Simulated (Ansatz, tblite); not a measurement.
# The cluster Si16H28O: spin states and exact exchange, part 2 of 2

Aim: set other spin states of the cluster Si16H28O against its singlet, on many levels of theory.

Ansatz 0.2.0, Gaussian basis; as each input shows. The steps go on from the part before.

### Step 4. Triplet, GFN1-xTB

Tight binding, by tblite at 300 K electronic temperature and without a spin-polarisation term:

```python
tblite.interface.Calculator('GFN1-xTB', numbers, positions, charge=0, uhf=2).singlepoint()
```

Energy -1341.8662 eV; 0.23 s.

### Step 5. Triplet, GFN2-xTB

Tight binding, by tblite at 300 K electronic temperature and without a spin-polarisation term:

```python
tblite.interface.Calculator('GFN2-xTB', numbers, positions, charge=0, uhf=2).singlepoint()
```

Energy -1246.8354 eV; 0.28 s.

### Step 6. Triplet, PBE0-D4/def2-TZVP

File in.yaml:

```yaml
crystal:
  periodic: [false, false, false]
  atoms:
    - {symbol: Si, position_ang: [-3.908057, 1.645355, -0.015865]}
    - {symbol: Si, position_ang: [-0.793094, -3.225244, 1.980056]}
    - {symbol: Si, position_ang: [1.628472, -3.057284, -1.021489]}
    - {symbol: O, position_ang: [-2.196496, -1.245773, -0.274685]}
    - {symbol: Si, position_ang: [-0.778227, 2.127404, 2.407326]}
    - {symbol: Si, position_ang: [0.763114, 0.667673, 1.371087]}
    - {symbol: Si, position_ang: [1.951842, 1.947916, -0.209328]}
    - {symbol: Si, position_ang: [-1.121956, 4.193880, -0.814236]}
    - {symbol: Si, position_ang: [4.697043, -0.719978, 0.208259]}
    - {symbol: Si, position_ang: [-2.498153, -1.750937, 1.313818]}
    - {symbol: Si, position_ang: [-3.045777, -0.161798, -1.262384]}
    - {symbol: Si, position_ang: [-2.308018, 3.104183, 0.907042]}
    - {symbol: Si, position_ang: [0.519481, -1.409310, -2.263011]}
    - {symbol: Si, position_ang: [0.017520, -4.370874, 0.088224]}
    - {symbol: Si, position_ang: [2.930614, -2.163732, 0.698582]}
    - {symbol: Si, position_ang: [0.473945, 2.795786, -1.834801]}
    - {symbol: Si, position_ang: [3.795599, 0.895081, -1.239620]}
    - {symbol: H, position_ang: [-4.759016, 2.454355, -0.967433]}
    - {symbol: H, position_ang: [-4.812173, 1.121976, 1.073494]}
    - {symbol: H, position_ang: [-1.394380, -4.201703, 2.961560]}
    - {symbol: H, position_ang: [0.335746, -2.504610, 2.672176]}
    - {symbol: H, position_ang: [2.447884, -3.943740, -1.940612]}
    - {symbol: H, position_ang: [-1.509612, 1.438246, 3.531860]}
    - {symbol: H, position_ang: [0.023940, 3.257617, 3.007316]}
    - {symbol: H, position_ang: [0.040339, -0.464799, 0.694760]}
    - {symbol: H, position_ang: [1.676495, 0.120805, 2.440062]}
    - {symbol: H, position_ang: [2.495042, 3.133160, 0.557721]}
    - {symbol: H, position_ang: [-2.093692, 4.731097, -1.837177]}
    - {symbol: H, position_ang: [-0.381554, 5.363542, -0.212705]}
    - {symbol: H, position_ang: [5.890461, -1.419055, -0.401214]}
    - {symbol: H, position_ang: [5.144584, -0.054110, 1.485902]}
    - {symbol: H, position_ang: [-3.826666, -2.464868, 1.364637]}
    - {symbol: H, position_ang: [-2.598806, -0.539313, 2.210007]}
    - {symbol: H, position_ang: [-4.177368, -0.888459, -1.945213]}
    - {symbol: H, position_ang: [-2.096273, 0.341510, -2.311803]}
    - {symbol: H, position_ang: [-3.079677, 4.161672, 1.665798]}
    - {symbol: H, position_ang: [-0.758416, -1.944631, -2.855799]}
    - {symbol: H, position_ang: [1.358491, -0.827259, -3.372817]}
    - {symbol: H, position_ang: [-1.130233, -4.726749, -0.822406]}
    - {symbol: H, position_ang: [0.675062, -5.652697, 0.538692]}
    - {symbol: H, position_ang: [3.222554, -3.173038, 1.783586]}
    - {symbol: H, position_ang: [-0.204368, 1.653021, -2.545526]}
    - {symbol: H, position_ang: [1.257303, 3.580391, -2.859280]}
    - {symbol: H, position_ang: [3.361749, 0.210785, -2.509582]}
    - {symbol: H, position_ang: [4.807032, 1.953006, -1.605678]}
basis:
  gaussian: {orbitals: def2-TZVP, fitting: {mean_field: def2-universal-jkfit}, initial_orbitals: start.molden}
magnetization: {spin_polarized: true, initial_magnetization: 2}
hamiltonian: {xc: pbe0, dispersion: d4}
scf: {omitted_lower_state_checks: [starts]}
output: {orbitals: {seedname: orbitals}}
```

Command:

```sh
$ ansatz run in.yaml --threads 2 --pin off --events-out ev --progress --plain --max-ram 32768MiB --backend cuda --devices 0, --max-vram 18GiB
```

The program printed, shortened:

```text
Functional definition: PBE0
  name "PBE0"
  cite "Adamo & Barone, J. Chem. Phys. 110, 6158 (1999) doi:10.1063/1.478522"
  cite "Perdew, Burke & Ernzerhof, Phys. Rev. Lett. 77, 3865 (1996) doi:10.1103/PhysRevLett.77.3865"
  parent pbe
[...]
2629 factors; integrals over basis functions are off by at most 8.7e-1 eV
[...]
mean field -128495.94627713 eV, -4722.1389280038 hartree, gradient 2.7e-5 eV, S^2 2.010167; 0 other end points of the search recorded, 0 dependent functions left out
reference -128495.94635674 eV, -4722.1389309295 hartree; 131, 129 occupied and 660, 662 virtual orbitals, 2629 factors
Total energy: -128498.29484548 eV, -4722.2252362987 hartree
Checks for a lower state left out: starts
```

It took 30 s on 1 × H100 (card shared with other runs) with 2 threads of AMD EPYC 7R13, shared host.

Report: HOMO -5.91 eV, LUMO -2.86 eV (over both spins); ⟨S²⟩ 2.010 (pure: 2.00).

### Step 7. Triplet, PBE-D4/def2-TZVP

Edit in.yaml of step 6 so:

```diff
@@ -51,3 +51,3 @@
 magnetization: {spin_polarized: true, initial_magnetization: 2}
-hamiltonian: {xc: pbe0, dispersion: d4}
+hamiltonian: {xc: pbe, dispersion: d4}
 scf: {omitted_lower_state_checks: [starts]}
```

Launched as before.

The program printed, shortened:

```text
Functional definition: PBE
  name "PBE"
  cite "Perdew, Burke & Ernzerhof, Phys. Rev. Lett. 77, 3865 (1996) doi:10.1103/PhysRevLett.77.3865"
  parent pbe
[...]
2629 factors; integrals over basis functions are off by at most 8.7e-1 eV
[...]
mean field -128482.97750989 eV, -4721.6623345985 hartree, gradient 1.9e-5 eV, S^2 2.008163; 0 other end points of the search recorded, 0 dependent functions left out
reference -128482.97761465 eV, -4721.6623384483 hartree; 131, 129 occupied and 660, 662 virtual orbitals, 2629 factors
Total energy: -128485.56201825 eV, -4721.7573135287 hartree
Checks for a lower state left out: starts
```

Wall time 27 s (1 × H100 (card shared with other runs) with 2 threads of AMD EPYC 7R13, shared host).

Report: HOMO -4.95 eV, LUMO -3.70 eV (over both spins); ⟨S²⟩ 2.008 (pure: 2.00).

### Step 8. Triplet, r2SCAN-D4/def2-TZVP

Edit in.yaml of step 7 so:

```diff
@@ -51,3 +51,3 @@
 magnetization: {spin_polarized: true, initial_magnetization: 2}
-hamiltonian: {xc: pbe, dispersion: d4}
+hamiltonian: {xc: r2scan, dispersion: d4}
 scf: {omitted_lower_state_checks: [starts]}
```

The command is unchanged.

The program printed, shortened:

```text
Functional definition: r2SCAN
  name "r2SCAN"
  cite "Furness, Kaplan, Ning, Perdew & Sun, J. Phys. Chem. Lett. 11, 8208 (2020) doi:10.1021/acs.jpclett.0c02405"
  cite "Furness, Kaplan, Ning, Perdew & Sun, J. Phys. Chem. Lett. 11, 9248 (2020) doi:10.1021/acs.jpclett.0c03077"
  parent r2scan
[...]
2629 factors; integrals over basis functions are off by at most 8.7e-1 eV
[...]
mean field -128539.02877996 eV, -4723.7221807806 hartree, gradient 3.1e-5 eV, S^2 2.016042; 0 other end points of the search recorded, 0 dependent functions left out
reference -128539.02881958 eV, -4723.7221822364 hartree; 131, 129 occupied and 660, 662 virtual orbitals, 2629 factors
Total energy: -128539.80307388 eV, -4723.7506355574 hartree
Checks for a lower state left out: starts
```

It took 29 s on 1 × H100 (card shared with other runs) with 2 threads of AMD EPYC 7R13, shared host; peak host memory 1.5 GiB.

HOMO -5.27 eV, LUMO -3.37 eV (over both spins); ⟨S²⟩ 2.016 (pure: 2.00).

### Step 9. Triplet, r2SCANh-D4/def2-TZVP

Edit in.yaml of step 8 so:

```diff
@@ -51,3 +51,3 @@
 magnetization: {spin_polarized: true, initial_magnetization: 2}
-hamiltonian: {xc: r2scan, dispersion: d4}
+hamiltonian: {xc: {name: r2SCANh}, dispersion: d4}
 scf: {omitted_lower_state_checks: [starts]}
```

The command is unchanged.

The program printed, shortened:

```text
Functional definition: r2SCANh
  name "r2SCANh"
  cite "Bursch, Neugebauer, Ehlert & Grimme, J. Chem. Phys. 156, 134105 (2022) doi:10.1063/5.0086040"
  cite "Furness, Kaplan, Ning, Perdew & Sun, J. Phys. Chem. Lett. 11, 8208 (2020) doi:10.1021/acs.jpclett.0c02405"
  cite "Furness, Kaplan, Ning, Perdew & Sun, J. Phys. Chem. Lett. 11, 9248 (2020) doi:10.1021/acs.jpclett.0c03077"
  parent r2scan
[...]
2629 factors; integrals over basis functions are off by at most 8.7e-1 eV
[...]
mean field -128538.21845643 eV, -4723.6924019401 hartree, gradient 1.6e-5 eV, S^2 2.016071; 0 other end points of the search recorded, 0 dependent functions left out
reference -128538.21849277 eV, -4723.6924032754 hartree; 131, 129 occupied and 660, 662 virtual orbitals, 2629 factors
Total energy: -128539.07389084 eV, -4723.7238385749 hartree
Checks for a lower state left out: starts
```

It took 34 s on 1 × H100 (card shared with other runs) with 2 threads of AMD EPYC 7R13, shared host; peak host memory 1.6 GiB.

From the report: HOMO -5.62 eV, LUMO -3.08 eV (over both spins); ⟨S²⟩ 2.016 (pure: 2.00).

### Step 10. Triplet, PBE-QIDH/def2-TZVP

Edit in.yaml of step 9 so:

```diff
@@ -51,4 +51,3 @@
 magnetization: {spin_polarized: true, initial_magnetization: 2}
-hamiltonian: {xc: {name: r2SCANh}, dispersion: d4}
+hamiltonian: {xc: {name: PBE-QIDH}}
 scf: {omitted_lower_state_checks: [starts]}
-output: {orbitals: {seedname: orbitals}}
```

Launched as before.

The program printed, shortened:

```text
Functional definition: PBE-QIDH
  name "PBE-QIDH"
  cite "Brémond, Sancho-García, Pérez-Jiménez & Adamo, J. Chem. Phys. 141, 031101 (2014) doi:10.1063/1.4890314"
  cite "Perdew, Burke & Ernzerhof, Phys. Rev. Lett. 77, 3865 (1996) doi:10.1103/PhysRevLett.77.3865"
[...]
2629 factors; integrals over basis functions are off by at most 8.7e-1 eV
[...]
mean field -128435.33711101 eV, -4719.9115822314 hartree, gradient 1.1e-6 eV, S^2 2.015940; 0 other end points of the search recorded, 0 dependent functions left out
81 core orbitals not correlated: weight in the atoms' cores, before any rotation towards them, 1.000 or more for the frozen orbitals, at most 0.000 for the correlated occupied ones
reference -128435.33714386 eV, -4719.9115834388 hartree; 50, 48 occupied and 660, 662 virtual orbitals, 2629 factors
second order -65.69589577 eV of doubles, -0.00000000 eV of singles
Total energy: -128457.23577579 eV, -4720.7163433186 hartree
Checks for a lower state left out: starts
```

It took 39 s on 1 × H100 (card shared with other runs) with 2 threads of AMD EPYC 7R13, shared host; peak host memory 5.4 GiB.

From the report: ⟨S²⟩ 2.016 (pure: 2.00).

### Step 11. Triplet, r2SCAN0-D4/def2-TZVP

Edit in.yaml of step 10 so:

```diff
@@ -51,3 +51,4 @@
 magnetization: {spin_polarized: true, initial_magnetization: 2}
-hamiltonian: {xc: {name: PBE-QIDH}}
+hamiltonian: {xc: {name: r2SCAN0}, dispersion: d4}
 scf: {omitted_lower_state_checks: [starts]}
+output: {orbitals: {seedname: orbitals}}
```

Same command.

The program printed, shortened:

```text
Functional definition: r2SCAN0
  name "r2SCAN0"
  cite "Bursch, Neugebauer, Ehlert & Grimme, J. Chem. Phys. 156, 134105 (2022) doi:10.1063/5.0086040"
  cite "Furness, Kaplan, Ning, Perdew & Sun, J. Phys. Chem. Lett. 11, 8208 (2020) doi:10.1021/acs.jpclett.0c02405"
  cite "Furness, Kaplan, Ning, Perdew & Sun, J. Phys. Chem. Lett. 11, 9248 (2020) doi:10.1021/acs.jpclett.0c03077"
  parent r2scan
[...]
2629 factors; integrals over basis functions are off by at most 8.7e-1 eV
[...]
mean field -128537.13737717 eV, -4723.6526730102 hartree, gradient 1.6e-5 eV, S^2 2.016152; 0 other end points of the search recorded, 0 dependent functions left out
reference -128537.13740858 eV, -4723.6526741645 hartree; 131, 129 occupied and 660, 662 virtual orbitals, 2629 factors
Total energy: -128538.08190440 eV, -4723.6873837454 hartree
Checks for a lower state left out: starts
```

Wall time 31 s (1 × H100 (card shared with other runs) with 2 threads of AMD EPYC 7R13, shared host); peak host memory 1.6 GiB.

From the report: HOMO -6.15 eV, LUMO -2.65 eV (over both spins); ⟨S²⟩ 2.016 (pure: 2.00).

### Step 12. Triplet, PBE+5HF/def2-SVP

Edit in.yaml of step 11 so:

```diff
@@ -49,5 +49,5 @@
 basis:
-  gaussian: {orbitals: def2-TZVP, fitting: {mean_field: def2-universal-jkfit}, initial_orbitals: start.molden}
+  gaussian: {orbitals: def2-SVP, fitting: {mean_field: def2-universal-jkfit}, initial_orbitals: start.molden}
 magnetization: {spin_polarized: true, initial_magnetization: 2}
-hamiltonian: {xc: {name: r2SCAN0}, dispersion: d4}
+hamiltonian: {xc: {text: "exchange = 0.95*pbe_x + 0.05*exact_x\ncorrelation = pbe_c"}}
 scf: {omitted_lower_state_checks: [starts]}
```

Launched as before.

The program printed, shortened:

```text
Functional definition: unnamed
[...]
2629 factors; integrals over basis functions are off by at most 3.3e-1 eV
[...]
mean field -128439.14743991 eV, -4720.0516092356 hartree, gradient 2.0e-5 eV, S^2 2.006979; 0 other end points of the search recorded, 0 dependent functions left out
reference -128439.14751768 eV, -4720.0516120935 hartree; 131, 129 occupied and 311, 313 virtual orbitals, 2629 factors
Total energy: -128439.14751768 eV, -4720.0516120935 hartree
Checks for a lower state left out: starts
```

Run time: 23 s. Hardware: 1 × H100 (card shared with other runs) with 2 threads of AMD EPYC 7R13, shared host.

Report: HOMO -5.11 eV, LUMO -3.49 eV (over both spins); ⟨S²⟩ 2.007 (pure: 2.00).

### Step 13. Triplet, PBE+10HF/def2-SVP

Edit in.yaml of step 12 so:

```diff
@@ -51,3 +51,3 @@
 magnetization: {spin_polarized: true, initial_magnetization: 2}
-hamiltonian: {xc: {text: "exchange = 0.95*pbe_x + 0.05*exact_x\ncorrelation = pbe_c"}}
+hamiltonian: {xc: {text: "exchange = 0.90*pbe_x + 0.10*exact_x\ncorrelation = pbe_c"}}
 scf: {omitted_lower_state_checks: [starts]}
```

The command is unchanged.

The program printed, shortened:

```text
Functional definition: unnamed
[...]
2629 factors; integrals over basis functions are off by at most 3.3e-1 eV
[...]
mean field -128441.80444697 eV, -4720.1492524443 hartree, gradient 1.5e-5 eV, S^2 2.007309; 0 other end points of the search recorded, 0 dependent functions left out
reference -128441.80452071 eV, -4720.1492551540 hartree; 131, 129 occupied and 311, 313 virtual orbitals, 2629 factors
Total energy: -128441.80452071 eV, -4720.1492551540 hartree
Checks for a lower state left out: starts
```

Run time: 25 s. Hardware: 1 × H100 (card shared with other runs) with 2 threads of AMD EPYC 7R13, shared host.

From the report: HOMO -5.31 eV, LUMO -3.33 eV (over both spins); ⟨S²⟩ 2.007 (pure: 2.00).

### Step 14. Triplet, PBE+15HF/def2-SVP

Edit in.yaml of step 13 so:

```diff
@@ -51,3 +51,3 @@
 magnetization: {spin_polarized: true, initial_magnetization: 2}
-hamiltonian: {xc: {text: "exchange = 0.90*pbe_x + 0.10*exact_x\ncorrelation = pbe_c"}}
+hamiltonian: {xc: {text: "exchange = 0.85*pbe_x + 0.15*exact_x\ncorrelation = pbe_c"}}
 scf: {omitted_lower_state_checks: [starts]}
```

Launched as before.

The program printed, shortened:

```text
Functional definition: unnamed
[...]
2629 factors; integrals over basis functions are off by at most 3.3e-1 eV
[...]
mean field -128444.49011215 eV, -4720.2479488193 hartree, gradient 1.5e-5 eV, S^2 2.007650; 0 other end points of the search recorded, 0 dependent functions left out
reference -128444.49018185 eV, -4720.2479513806 hartree; 131, 129 occupied and 311, 313 virtual orbitals, 2629 factors
Total energy: -128444.49018185 eV, -4720.2479513806 hartree
Checks for a lower state left out: starts
```

Wall time 24 s (1 × H100 (card shared with other runs) with 2 threads of AMD EPYC 7R13, shared host).

Report: HOMO -5.51 eV, LUMO -3.18 eV (over both spins); ⟨S²⟩ 2.008 (pure: 2.00).

### Step 15. Triplet, PBE+35HF/def2-SVP

Edit in.yaml of step 14 so:

```diff
@@ -51,3 +51,3 @@
 magnetization: {spin_polarized: true, initial_magnetization: 2}
-hamiltonian: {xc: {text: "exchange = 0.85*pbe_x + 0.15*exact_x\ncorrelation = pbe_c"}}
+hamiltonian: {xc: {text: "exchange = 0.65*pbe_x + 0.35*exact_x\ncorrelation = pbe_c"}}
 scf: {omitted_lower_state_checks: [starts]}
```

Same command.

The program printed, shortened:

```text
Functional definition: unnamed
[...]
2629 factors; integrals over basis functions are off by at most 3.3e-1 eV
[...]
mean field -128455.50529307 eV, -4720.6527492514 hartree, gradient 1.3e-5 eV, S^2 2.009088; 0 other end points of the search recorded, 0 dependent functions left out
reference -128455.50534655 eV, -4720.6527512170 hartree; 131, 129 occupied and 311, 313 virtual orbitals, 2629 factors
Total energy: -128455.50534655 eV, -4720.6527512170 hartree
Checks for a lower state left out: starts
```

Run time: 22 s. Hardware: 1 × H100 (card shared with other runs) with 2 threads of AMD EPYC 7R13, shared host.

HOMO -6.32 eV, LUMO -2.55 eV (over both spins); ⟨S²⟩ 2.009 (pure: 2.00).

### Step 16. Triplet, PBE+50HF/def2-SVP

Edit in.yaml of step 15 so:

```diff
@@ -51,3 +51,3 @@
 magnetization: {spin_polarized: true, initial_magnetization: 2}
-hamiltonian: {xc: {text: "exchange = 0.65*pbe_x + 0.35*exact_x\ncorrelation = pbe_c"}}
+hamiltonian: {xc: {text: "exchange = 0.50*pbe_x + 0.50*exact_x\ncorrelation = pbe_c"}}
 scf: {omitted_lower_state_checks: [starts]}
```

Launched as before.

The program printed, shortened:

```text
Functional definition: unnamed
[...]
2629 factors; integrals over basis functions are off by at most 3.3e-1 eV
[...]
mean field -128464.03522184 eV, -4720.9662183522 hartree, gradient 1.4e-5 eV, S^2 2.010214; 0 other end points of the search recorded, 0 dependent functions left out
reference -128464.03526310 eV, -4720.9662198685 hartree; 131, 129 occupied and 311, 313 virtual orbitals, 2629 factors
Total energy: -128464.03526310 eV, -4720.9662198685 hartree
Checks for a lower state left out: starts
```

Run time: 24 s. Hardware: 1 × H100 (card shared with other runs) with 2 threads of AMD EPYC 7R13, shared host.

From the report: HOMO -6.94 eV, LUMO -2.08 eV (over both spins); ⟨S²⟩ 2.010 (pure: 2.00).

### Step 17. Triplet, MP2/def2-SVP

Edit in.yaml of step 16 so:

```diff
@@ -49,5 +49,5 @@
 basis:
-  gaussian: {orbitals: def2-SVP, fitting: {mean_field: def2-universal-jkfit}, initial_orbitals: start.molden}
+  gaussian: {orbitals: def2-SVP, initial_orbitals: start.molden}
 magnetization: {spin_polarized: true, initial_magnetization: 2}
-hamiltonian: {xc: {text: "exchange = 0.50*pbe_x + 0.50*exact_x\ncorrelation = pbe_c"}}
+correlation: {method: mp2}
 scf: {omitted_lower_state_checks: [starts]}
```

Same command.

The program printed, shortened:

```text
Functional definition: HF
  name "HF"
  cite "Fock, Z. Phys. 61, 126 (1930) doi:10.1007/BF01340294"
  parent pbe
[...]
4262 factors; integrals over basis functions are off by at most 1.1e-3 eV
[...]
mean field -128236.05475210 eV, -4712.5880906200 hartree, gradient 1.2e-6 eV, S^2 2.018888; 0 other end points of the search recorded, 0 dependent functions left out
81 core orbitals not correlated: weight in the atoms' cores, before any rotation towards them, 1.000 or more for the frozen orbitals, at most 0.000 for the correlated occupied ones
reference -128236.05475210 eV, -4712.5880906200 hartree; 50, 48 occupied and 311, 313 virtual orbitals, 4262 factors
second order -47.46636071 eV of doubles, -0.00000000 eV of singles
Total energy: -128283.52111281 eV, -4714.3324472022 hartree
Checks for a lower state left out: starts
```

Wall time 20 s (1 × H100 (card shared with other runs) with 2 threads of AMD EPYC 7R13, shared host).

From the report: Hartree-Fock HOMO -8.30 eV, LUMO 0.74 eV (over both spins); ⟨S²⟩ 2.019 (pure: 2.00).

### Step 18. Triplet, RPA/def2-SVP

Edit in.yaml of step 17 so:

```diff
@@ -51,4 +51,4 @@
 magnetization: {spin_polarized: true, initial_magnetization: 2}
-correlation: {method: mp2}
+hamiltonian: {xc: pbe}
+correlation: {method: rpa}
 scf: {omitted_lower_state_checks: [starts]}
-output: {orbitals: {seedname: orbitals}}
```

Launched as before.

The program printed, shortened:

```text
Functional definition: PBE
  name "PBE"
  cite "Perdew, Burke & Ernzerhof, Phys. Rev. Lett. 77, 3865 (1996) doi:10.1103/PhysRevLett.77.3865"
  parent pbe
[...]
4262 factors; integrals over basis functions are off by at most 1.1e-3 eV
[...]
mean field -128436.50351202 eV, -4719.9544466777 hartree, gradient 9.6e-6 eV, S^2 2.006662; 0 other end points of the search recorded, 0 dependent functions left out
81 core orbitals not correlated: weight in the atoms' cores, before any rotation towards them, 1.000 or more for the frozen orbitals, at most 0.000 for the correlated occupied ones
reference -128230.31666152 eV, -4712.3772196804 hartree; 50, 48 occupied and 311, 313 virtual orbitals, 4262 factors
Total energy: -128321.27227080 eV, -4715.7197766696 hartree
Checks for a lower state left out: starts
```

Run time: 29 s. Hardware: 1 × H100 (card shared with other runs) with 2 threads of AMD EPYC 7R13, shared host; peak host memory 2.6 GiB.

⟨S²⟩ 2.007 (pure: 2.00).

### Step 19. Triplet less singlet

The singlet's energies are those of its earlier runs, whose logs aren't repeated here.

```
               level  triplet less singlet (kJ/mol)    time
            GFN1-xTB                         +132.1  0.51 s
            GFN2-xTB                          +48.1  0.61 s
         HF/def2-SVP                          -62.6        
    PBE-D4/def2-TZVP                          +46.7    51 s
 r2SCAN-D4/def2-TZVP                          +20.1    55 s
r2SCANh-D4/def2-TZVP                          +17.8    65 s
   PBE0-D4/def2-TZVP                          +34.6    53 s
r2SCAN0-D4/def2-TZVP                          +14.7    54 s
  PBE-QIDH/def2-TZVP                          +41.0    68 s
        RPA/def2-SVP                          +51.3    52 s
        MP2/def2-SVP                          +51.4    41 s
```

Times add the two runs; a level without a time comes out of a correlated run. Tight binding without a spin term can't rank spin states.

PBE with a growing share of exact exchange (def2-SVP, no dispersion):

```
share  triplet less singlet (kJ/mol)
 0.05                          +46.1
  0.1                          +44.3
 0.15                          +42.6
 0.35                          +36.3
  0.5                          +32.2
```

### Step 20. Results

What follows sums up all 2 parts.

| quantity | value |
| --- | --- |
| triplet less singlet, functionals in def2-TZVP | +14.7 (r2SCAN0-D4) to +46.7 kJ/mol (PBE-D4) |
| slope of triplet less singlet | -3.1 kJ/mol for 10 % exact exchange |

What this shows: All functionals put the triplet above the singlet, over a spread of 32.0 kJ/mol. The checks for a lower triplet were left out, so another state of that spin may lie lower. Each 10 % of exact exchange moves that splitting by -3.1 kJ/mol on average, towards the higher spin. The triplet relaxed to other bonds than the singlet, so that splitting holds a change of structure too. These are electronic energies, without zero-point motion, entropy or surroundings.
